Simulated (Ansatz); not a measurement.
**CH₉FN₂Si₂: up Jacob's ladder to CCSD(T)**

Aim: compute CH₉FN₂Si₂ with functionals from several rungs and with coupled cluster. The yardstick is the atomisation energy at the CCSD(T) limit.

Computed with Ansatz 0.2.0, Gaussian basis. Level: functionals in def2-TZVPP, the program's frozen cores in correlated methods.

The runs, in order: PBE-D4, r2SCAN-D4, PBE0-D4, B3LYP-D4, ωB97X-V, ωB97M-V, B2PLYP; CCSD(T)/def2-TZVPP; MP2/def2-QZVPP; extrapolation to the limit.

## 1. Structure used throughout

The geometry comes from an earlier relaxation with PBE0-D4 in a triple-zeta def2 set; it is a stationary point, not always the lowest conformer.

15 atoms, charge 0, spin multiplicity 1.

Atoms are counted from 1 here; the program's logs count them from 0.

Bond lengths: N1–Si2 1.738 Å, N1–H7 1.009 Å, N1–H8 1.010 Å, Si2–C3 1.867 Å, Si2–H9 1.485 Å, Si2–H10 1.494 Å, C3–Si4 1.857 Å, C3–H11 1.096 Å, C3–H12 1.096 Å, Si4–N5 1.694 Å, Si4–F6 1.610 Å, Si4–H13 1.483 Å, N5–H14 1.006 Å, N5–H15 1.012 Å. Angles: Si2–N1–H7 116.7°, Si2–N1–H8 117.8°, H7–N1–H8 109.2°, N1–Si2–C3 109.2°, N1–Si2–H9 105.8°, N1–Si2–H10 113.6°, C3–Si2–H9 111.8°, C3–Si2–H10 108.6°, H9–Si2–H10 107.9°, Si2–C3–Si4 115.5°, Si2–C3–H11 107.8°, Si2–C3–H12 108.6°, Si4–C3–H11 108.9°, Si4–C3–H12 108.8°, H11–C3–H12 106.8°, C3–Si4–N5 108.8°, C3–Si4–F6 106.2°, C3–Si4–H13 114.4° and more.

## 2. PBE-D4 (GGA)

The input, in.yaml:

```yaml
crystal:
  periodic: [false, false, false]
  atoms:
    - {symbol: N, position_ang: [-1.598085, 1.030152, -0.577059]}
    - {symbol: Si, position_ang: [-1.148284, -0.610757, -0.930882]}
    - {symbol: C, position_ang: [0.699584, -0.794919, -0.740107]}
    - {symbol: Si, position_ang: [1.375353, -0.388008, 0.940777]}
    - {symbol: N, position_ang: [0.882040, 1.176569, 1.364213]}
    - {symbol: F, position_ang: [0.843113, -1.541607, 1.930243]}
    - {symbol: H, position_ang: [-2.569308, 1.197453, -0.358379]}
    - {symbol: H, position_ang: [-1.268309, 1.753541, -1.200287]}
    - {symbol: H, position_ang: [-1.889384, -1.452370, 0.042986]}
    - {symbol: H, position_ang: [-1.531820, -1.053618, -2.305526]}
    - {symbol: H, position_ang: [0.960328, -1.830278, -0.987388]}
    - {symbol: H, position_ang: [1.193033, -0.158206, -1.483551]}
    - {symbol: H, position_ang: [2.852648, -0.468448, 1.041770]}
    - {symbol: H, position_ang: [1.245227, 1.663039, 2.166032]}
    - {symbol: H, position_ang: [-0.046156, 1.477457, 1.097179]}
basis:
  gaussian: {orbitals: def2-TZVPP}
hamiltonian: {xc: pbe, dispersion: d4}
output: {forces: true, orbitals: {seedname: orbitals}}
```

Run with:

```bash
$ ansatz run in.yaml --threads 2 --pin off --events-out ev --progress --plain --max-ram 22528MiB --backend cuda --devices 0, --max-vram 18GiB
```

Further steps of the session: r2SCAN-D4 (meta-GGA); PBE0-D4 (hybrid); B3LYP-D4 (hybrid); ωB97X-V (range-separated); ωB97M-V (range-separated); B2PLYP (double hybrid); CCSD(T) in def2-TZVPP; MP2 in def2-QZVPP.

**Question.** What will the summary of the whole plan be? Wanted: atomisation energy, CCSD(T)/CBS; farthest; mean size of error, hybrid; mean size of error, range-separated; gap, smallest and largest; T1 diagnostic; triples share of the correlation energy.

As calculated:

| quantity | value |
| --- | --- |
| atomisation energy, CCSD(T)/CBS | 5440.3 kJ/mol |
| functionals within 27.2 kJ/mol (0.5 %) | B3LYP-D4, ωB97X-V, ωB97M-V |
| farthest | B2PLYP (-74.2 kJ/mol) |
| mean size of error, hybrid | 26.4 kJ/mol |
| mean size of error, range-separated | 15.9 kJ/mol |
| gap, smallest and largest | 5.76 eV (PBE-D4), 12.35 eV (ωB97X-V) |
| T1 diagnostic | 0.0108 |
| triples share of the correlation energy | 3.5 % |

**Reading.** PBE-D4 misses by +30.1 kJ/mol. Double hybrids carry the basis error of their MP2 part in triple zeta, and no dispersion term here, so their miss is partly the set-up's. Misses under about 27.2 kJ/mol are within the doubt on the reference itself, which lacks core-valence correlation, relativity and higher excitations. Hartree-Fock recovers 72 % of the binding; the rest is correlation. The gap grows from 5.8 to 12.3 eV across the functionals, mostly with the share of exact exchange.
